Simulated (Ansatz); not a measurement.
**La4S3O4: a short molecular-dynamics run**

Aim: set La4S3O4 (a randomly packed cell, 11 atoms, not relaxed) in motion for 30 steps of 1 fs at constant energy, with velocities drawn for 900 K, and see how temperature, energy and positions respond.

Method: DFT LDA+D3(BJ) with three-body term, plane waves, PAW, scalar-relativistic, no spin polarisation, in Ansatz 0.2.0.

### Step 1. The structure to begin with

The cell holds 11 atoms (La4O4S3): a = 5.772 Å, b = 7.208 Å, c = 6.077 Å, α = 95.96°, β = 101.26°, γ = 84.62°.

Coordinates:

```xyz
11
Lattice="5.7627 0.3300 0.0038 0.2647 7.2000 0.1970 -1.1497 -0.7511 5.9194" Properties=species:S:1:pos:R:3 pbc="T T T"
La    3.5860    5.2816    1.8101
O     5.2776    3.1450    1.2355
S     0.2070    5.6321    4.7358
S     2.4925    3.0742    0.1567
S     1.1673    4.1865    3.1588
La    4.6171    3.3038    4.6119
La    1.0331    0.6326    2.8283
La    3.2976    0.1318    5.6304
O     4.0573    0.8005    2.6534
O     3.1481    2.5775    2.0930
O     1.0683    6.0676    0.8891
```

### Step 2. Dynamics

File input.yaml:

```yaml
crystal:
  lattice:
    - [5.762702, 0.329985, 0.003835]
    - [0.264666, 7.200023, 0.19697]
    - [-1.149724, -0.75107, 5.919437]
  atoms:
    - { symbol: La, position: [0.644646, 0.733324, 0.280964] }
    - { symbol: O, position: [0.935573, 0.414198, 0.194332] }
    - { symbol: S, position: [0.150526, 0.855808, 0.771474] }
    - { symbol: S, position: [0.416239, 0.40921, 0.012592] }
    - { symbol: S, position: [0.276274, 0.622286, 0.512751] }
    - { symbol: La, position: [0.93047, 0.495707, 0.762022] }
    - { symbol: La, position: [0.267999, 0.124973, 0.473475] }
    - { symbol: La, position: [0.757565, 0.082463, 0.947939] }
    - { symbol: O, position: [0.787013, 0.121391, 0.443702] }
    - { symbol: O, position: [0.597505, 0.366175, 0.341011] }
    - { symbol: O, position: [0.170771, 0.847605, 0.121882] }
kpoints:
  mp_grid: { grid: [3, 2, 3], shift: [0.5, 0.5, 0.5] }
magnetization:
  spin_polarized: false
scf:
  occupations: { method: cold, width: 0.15 }
hamiltonian:
  pseudopotentials: { kind: paw }
  xc: lda
  dispersion: d3bjatm
basis:
  ecutwfc: 420
md:
  timestep: 1.0
  n_steps: 30
  ensemble: nve
  temperature: 900.0
  initial_velocities: maxwell_boltzmann
  seed: 488020
```

The run is started by

```sh
> ansatz run input.yaml --threads 2 --pin off --max-ram 2560MiB --backend cpu --events-out ev --progress --plain --runs-dir out
```

What it wrote (excerpt; [...] marks lines left out):

```text
Warning: md: disabling space-group detection — thermal motion breaks the input geometry's symmetry, so no spatial operation reduces the k-mesh or symmetrises the density; time reversal is kept, so that k and −k are solved as one point where they differ and the mesh holds both, and exact [...]
Warning: the engine holds no damping parameters fitted to this dispersion correction and functional, so the run takes those fitted to pbe (hamiltonian.dispersion, under Limitations)
Warning: RAYON_NUM_THREADS=2 ignored (pool sized by the plan → 2); use --threads N
[...]
Pseudopotentials: kind: paw
Pseudopotential: La, paw, valence charge 11, recommended cutoff 420 eV (normal), La.paw.azcp
Pseudopotential: O, paw, valence charge 6, recommended cutoff 420 eV (normal), O.paw.azcp
Pseudopotential: S, paw, valence charge 6, recommended cutoff 420 eV (normal), S.paw.azcp
Functional definition: SPW92
[...]
Crystal: 11 atoms, lattice volume = 245.899 Å³
Basis set: ecut = 420 eV, 4815 PW (Γ)
Bands: 54, of which v1, the nominal top of the filled ones, is band 43 counted from 1 (42 counted from 0)
Symmetry: 1 space group operations
k-points: 9 of 18 (time reversal used)
[...]
SCF iter   1: F=—  HF=-29138.578601 eV  |F-HF|=—  |Δ(HF+E_count)|=         —  Δρ=1.93e-2  dr2=1.39e0  ethr=1.77e-3  ⟨swp⟩=5.4  Hψ=2006  notcnv=0
[...]
md step     0: t =     0.00 fs  T =   900.0 K  F+E_penalty+E_count = -29138.42749675 eV  E_kin = 1.163340 eV  conserved = -29137.26415676 eV  (10 SCF iters)
[...]
md step     1: t =     1.00 fs  T =   910.1 K  F+E_penalty+E_count = -29138.44053745 eV  E_kin = 1.176355 eV  conserved = -29137.26418247 eV  (9 SCF iters)
[...]
SCF iter   7: F=—  HF=-29138.469052 eV  |F-HF|=—  |Δ(HF+E_count)|=   1.54e-5  S|Δr|=    0.00e0  Δρ=5.97e-6  dr2=1.72e-7  ethr=1.70e-9  ⟨swp⟩=2.3  Hψ=728  notcnv=0
```

### Step 3. The log goes on

The log, continued (excerpt; [...] marks lines left out):

```text
SCF iter   8: F=—  HF=-29138.469052 eV  |F-HF|=—  |Δ(HF+E_count)|=   1.74e-8  S|Δr|=    0.00e0  Δρ=3.75e-6  dr2=3.82e-8  ethr=2.00e-10  ⟨swp⟩=2.2  Hψ=851  notcnv=0
[...]
md step     2: t =     2.00 fs  T =   932.1 K  F+E_penalty+E_count = -29138.46905149 eV  E_kin = 1.204838 eV  conserved = -29137.26421393 eV  (9 SCF iters)
[...]
md step     9: t =     9.00 fs  T =  1388.2 K  F+E_penalty+E_count = -29139.05886176 eV  E_kin = 1.794426 eV  conserved = -29137.26443542 eV  (4 SCF iters)
[...]
md step    16: t =    16.00 fs  T =  2281.1 K  F+E_penalty+E_count = -29140.21370726 eV  E_kin = 2.948608 eV  conserved = -29137.26509883 eV  (4 SCF iters)
[...]
md step    23: t =    23.00 fs  T =  3158.0 K  F+E_penalty+E_count = -29141.35090345 eV  E_kin = 4.082064 eV  conserved = -29137.26883950 eV  (5 SCF iters)
[...]
Step filling:    the computed levels leave a gap of 0.0321 eV = 0.2 smearing widths at the electron count; against every level under it full and every level over it empty, smearing changes F+E_penalty+E_count by -8.923 meV and its σ→0 estimate by +0.467 meV
[...]
--- Forces (eV/Å), atoms counted from 1 ---
  atom   1  La    -0.18882116    -1.15704590    -0.14037518
  atom   2  O     -1.06123542    -0.68956033    -1.69955640
  atom   3  S      0.15767138    -1.02977022    -0.06182043
  atom   4  S      0.81783537    -0.22678816     0.59645210
  atom   5  S     -0.02693216    -1.45715302     0.77975735
  atom   6  La     0.16419312    -0.55669783     1.18458823
  atom   7  La    -0.13756033     8.84704689     7.43399330
  atom   8  La     0.97183168     1.64943984     1.06878157
[...]
--- Band table (eV; the first three rows and the last of 9) ---
[...]
--- MD trajectory: 30 steps, t = 0.0 → 30.0 fs ---
  final state: T = 2796.6 K   F+E_penalty+E_count = -29140.87952643 eV   E_kin = 3.614837 eV
  conserved energy: peak-to-peak 5.630e-3 eV (5.118e-4 eV/atom) over 30.0 fs
```

Wall time 2.2 min (2 threads of Arm Neoverse V2, shared host); peak memory 0.55 GiB.

### Step 4. The trajectory

One step in 2; energies are changes from step 0; msd is the mean square displacement from the start, the centre of mass held:

```
time (fs)  T (K)  potential energy change (meV/atom)  total energy change (meV/atom)  msd O (Å²)  msd S (Å²)  msd La (Å²)
      0.0    900                                 0.0                            0.00       0.000       0.000        0.000
      2.0    932                                -3.8                           -0.01       0.001       0.000        0.000
      4.0   1010                               -13.0                           -0.01       0.004       0.001        0.000
      6.0   1132                               -27.3                           -0.02       0.009       0.002        0.000
      8.0   1293                               -46.2                           -0.02       0.017       0.003        0.000
     10.0   1492                               -69.6                           -0.03       0.029       0.004        0.001
     12.0   1726                               -97.1                           -0.04       0.046       0.006        0.001
     14.0   1992                              -128.3                           -0.05       0.068       0.007        0.001
     16.0   2281                              -162.4                           -0.09       0.097       0.009        0.002
     18.0   2580                              -197.5                           -0.15       0.134       0.011        0.002
     20.0   2861                              -230.6                           -0.24       0.179       0.013        0.003
     22.0   3084                              -257.0                           -0.36       0.234       0.015        0.004
     24.0   3199                              -270.7                           -0.48       0.298       0.017        0.005
     26.0   3169                              -267.1                           -0.51       0.369       0.018        0.006
     28.0   3002                              -247.4                           -0.37       0.444       0.020        0.007
     30.0   2797                              -222.9                           -0.05       0.519       0.021        0.009
```

time (fs), T (K) and a bar:
```
      0.0        900 
      1.0        910 
      3.0        966 #
      4.0       1010 #
      5.0       1066 ##
      7.0       1208 ####
      8.0       1293 #####
      9.0       1388 ######
     10.0       1492 ########
     12.0       1726 ###########
     13.0       1855 ############
     14.0       1992 ##############
     16.0       2281 ##################
     17.0       2431 ####################
     18.0       2580 ######################
     20.0       2861 ##########################
     21.0       2982 ###########################
     22.0       3084 ############################
     23.0       3158 #############################
     25.0       3204 ##############################
     26.0       3169 ##############################
     27.0       3099 #############################
     29.0       2894 ##########################
     30.0       2797 #########################
```

Pair distribution over the second half of the run:

```
r (Å)  g La–O  g O–O
 0.68    0.00   0.00
 0.84    0.00   0.00
 1.00    0.00   0.00
 1.16    0.00   0.00
 1.32    0.00   0.00
 1.48    0.00   0.00
 1.64    0.24   0.00
 1.80    0.67   0.00
 1.96    0.37   0.00
 2.12    0.43   0.96
 2.28    0.69   1.11
 2.44    0.97   0.86
 2.60    2.45   0.67
 2.76    1.87   0.09
```

First peaks of g(r) (not always the tallest), and, where a minimum follows, the mean number of second-named atoms round a first-named one up to the next minimum:

```
pair  peak (Å)  height  minimum (Å)  neighbours
 O–O      2.20     1.3            -           -
```

### Step 5. Positions and forces

Positions (Å) and forces (eV/Å):

```xyz
11
Lattice="5.763 0.330 0.004 0.265 7.200 0.197 -1.150 -0.751 5.919" Properties=species:S:1:pos:R:3:forces:R:3 pbc="T T T" time_fs=4.0 T=1010 dE=-0.1430
La    3.593    5.285    1.821   -0.011   -2.152   -0.423
O     5.312    3.142    1.225    0.482   -0.154   -1.996
S     0.185    5.648    4.743    0.520   -0.580   -0.285
S     2.478    3.079    0.139    0.655   -0.485   -0.509
S     1.178    4.197    3.134   -0.083    0.356    0.241
La    4.613    3.294    4.603    0.056    0.001    1.223
La    1.032    0.628    2.823   -1.229    0.704   -2.090
La    3.301    0.133    5.632    1.262    1.107    1.975
O     4.071    0.848    2.653    0.481   -1.889    0.871
O     3.102    2.541    2.101   -1.982    0.885   -0.598
O     1.073    6.081    0.976   -0.151    2.207    1.589
11
Lattice="5.763 0.330 0.004 0.265 7.200 0.197 -1.150 -0.751 5.919" Properties=species:S:1:pos:R:3:forces:R:3 pbc="T T T" time_fs=8.0 T=1293 dE=-0.5087
La    3.601    5.286    1.832   -0.059   -2.072   -0.474
O     5.351    3.137    1.195    0.171   -0.220   -1.989
S     0.166    5.661    4.750    0.545   -0.549   -0.480
S     2.466    3.081    0.119    0.683   -0.401   -0.494
S     1.189    4.210    3.111   -0.153    0.154    0.502
La    4.609    3.284    4.595    0.060   -0.064    1.254
La    1.029    0.625    2.816   -1.280    0.607   -2.245
La    3.305    0.135    5.635    1.256    1.154    2.011
O     4.090    0.877    2.661    0.488   -1.730    0.909
O     3.036    2.513    2.103   -1.717    0.833   -0.643
O     1.077    6.116    1.078    0.004    2.290    1.648
11
Lattice="5.763 0.330 0.004 0.265 7.200 0.197 -1.150 -0.751 5.919" Properties=species:S:1:pos:R:3:forces:R:3 pbc="T T T" time_fs=11.0 T=1605 dE=-0.9117
La    3.606    5.286    1.839   -0.078   -1.977   -0.480
O     5.382    3.132    1.160   -0.056   -0.267   -2.019
S     0.153    5.669    4.753    0.552   -0.544   -0.592
S     2.460    3.081    0.102    0.714   -0.368   -0.433
S     1.197    4.220    3.095   -0.186   -0.058    0.700
La    4.606    3.277    4.591    0.052   -0.133    1.309
La    1.026    0.622    2.809   -1.325    0.527   -2.335
La    3.309    0.137    5.639    1.255    1.203    2.016
O     4.107    0.888    2.672    0.481   -1.619    0.903
O     2.976    2.497    2.101   -1.542    0.910   -0.698
O     1.080    6.157    1.165    0.134    2.327    1.629
11
Lattice="5.763 0.330 0.004 0.265 7.200 0.197 -1.150 -0.751 5.919" Properties=species:S:1:pos:R:3:forces:R:3 pbc="T T T" time_fs=15.0 T=2134 dE=-1.5960
La    3.614    5.283    1.849   -0.085   -1.812   -0.453
O     5.422    3.123    1.096   -0.339   -0.318   -2.104
S     0.139    5.678    4.755    0.541   -0.602   -0.679
S     2.454    3.080    0.079    0.763   -0.352   -0.295
S     1.206    4.233    3.076   -0.202   -0.403    0.931
La    4.602    3.267    4.585    0.034   -0.249    1.418
La    1.021    0.620    2.797   -1.373    0.500   -2.291
La    3.316    0.142    5.647    1.244    1.301    1.981
O     4.134    0.889    2.695    0.450   -1.445    0.854
O     2.883    2.484    2.092   -1.341    1.124   -0.766
O     1.085    6.231    1.295    0.308    2.255    1.404
11
Lattice="5.763 0.330 0.004 0.265 7.200 0.197 -1.150 -0.751 5.919" Properties=species:S:1:pos:R:3:forces:R:3 pbc="T T T" time_fs=19.0 T=2724 dE=-2.3604
La    3.621    5.278    1.858   -0.084   -1.621   -0.394
O     5.459    3.111    1.012   -0.593   -0.358   -2.213
S     0.127    5.683    4.753    0.491   -0.737   -0.658
S     2.452    3.077    0.053    0.815   -0.350   -0.101
S     1.215    4.244    3.062   -0.180   -0.784    1.082
La    4.598    3.256    4.582    0.021   -0.390    1.540
La    1.014    0.618    2.783   -1.330    0.864   -1.680
La    3.324    0.148    5.656    1.209    1.441    1.873
O     4.165    0.876    2.727    0.343   -1.194    0.745
O     2.777    2.482    2.075   -1.118    1.399   -0.804
O     1.093    6.326    1.437    0.425    1.730    0.612
11
Lattice="5.763 0.330 0.004 0.265 7.200 0.197 -1.150 -0.751 5.919" Properties=species:S:1:pos:R:3:forces:R:3 pbc="T T T" time_fs=22.0 T=3084 dE=-2.8267
La    3.626    5.274    1.864   -0.089   -1.482   -0.335
O     5.483    3.100    0.935   -0.762   -0.395   -2.267
S     0.119    5.685    4.750    0.413   -0.853   -0.554
S     2.453    3.074    0.034    0.848   -0.340    0.083
S     1.220    4.250    3.055   -0.135   -1.057    1.114
La    4.595    3.248    4.580    0.029   -0.504    1.603
La    1.008    0.617    2.771   -1.162    1.810   -0.404
La    3.331    0.153    5.665    1.162    1.559    1.727
O     4.191    0.858    2.755    0.165   -0.953    0.626
O     2.691    2.489    2.058   -0.881    1.614   -0.848
O     1.101    6.408    1.548    0.413    0.601   -0.744
11
Lattice="5.763 0.330 0.004 0.265 7.200 0.197 -1.150 -0.751 5.919" Properties=species:S:1:pos:R:3:forces:R:3 pbc="T T T" time_fs=26.0 T=3169 dE=-2.9385
La    3.633    5.266    1.873   -0.114   -1.324   -0.239
O     5.508    3.082    0.814   -0.947   -0.486   -2.182
S     0.111    5.684    4.743    0.266   -0.971   -0.312
S     2.458    3.069    0.009    0.861   -0.300    0.369
S     1.227    4.253    3.050   -0.059   -1.334    1.013
La    4.591    3.237    4.580    0.078   -0.621    1.556
La    0.999    0.618    2.755   -0.693    4.666    2.964
La    3.342    0.162    5.678    1.070    1.678    1.431
O     4.226    0.827    2.798   -0.197   -0.614    0.435
O     2.568    2.512    2.027   -0.462    1.885   -0.970
O     1.116    6.521    1.688    0.198   -2.580   -4.064
11
Lattice="5.763 0.330 0.004 0.265 7.200 0.197 -1.150 -0.751 5.919" Properties=species:S:1:pos:R:3:forces:R:3 pbc="T T T" time_fs=30.0 T=2797 dE=-2.4520
La    3.640    5.257    1.881   -0.189   -1.157   -0.140
O     5.525    3.058    0.671   -1.061   -0.690   -1.700
S     0.104    5.678    4.735    0.158   -1.030   -0.062
S     2.468    3.061   -0.015    0.818   -0.227    0.596
S     1.234    4.250    3.050   -0.027   -1.457    0.780
La    4.587    3.225    4.581    0.164   -0.557    1.185
La    0.989    0.625    2.743   -0.138    8.847    7.434
La    3.353    0.173    5.693    0.972    1.649    1.069
O     4.259    0.790    2.845   -0.575   -0.288    0.231
O     2.441    2.553    1.987   -0.015    2.024   -1.052
O     1.132    6.607    1.787   -0.107   -7.116   -8.341
```

### Step 6. Outcome

```
                             quantity                             value
                               length                  30 steps of 1 fs
     temperature, first and last step                    900 and 2797 K
             temperature, second half  mean 2850 K, from 2134 to 3204 K
        potential energy, second half      -229 meV/atom from the start
   largest change of the total energy                     0.51 meV/atom
mean square displacement, second half     O 0.270, S 0.015, La 0.005 Å²
```

The temperature starts at 900 K and averages 2850 K in the second half, where it ranges from 2134 to 3204 K; the start was no minimum (force components up to 2.2 eV/Å), and the potential energy that it sheds (229 meV/atom) turns into motion. The total energy strays from its start by at most 0.51 meV/atom, 0.2 % of the mean kinetic energy, which is good for a step of 1 fs. Over the second half O atoms stand 0.5 Å (root mean square) from where they began, and the farthest move is 1.0 Å. Settings off the usual here: kpoints.mp_grid.shift, hamiltonian.xc, hamiltonian.dispersion. 30 fs on 11 atoms is far too short and small for converged averages.
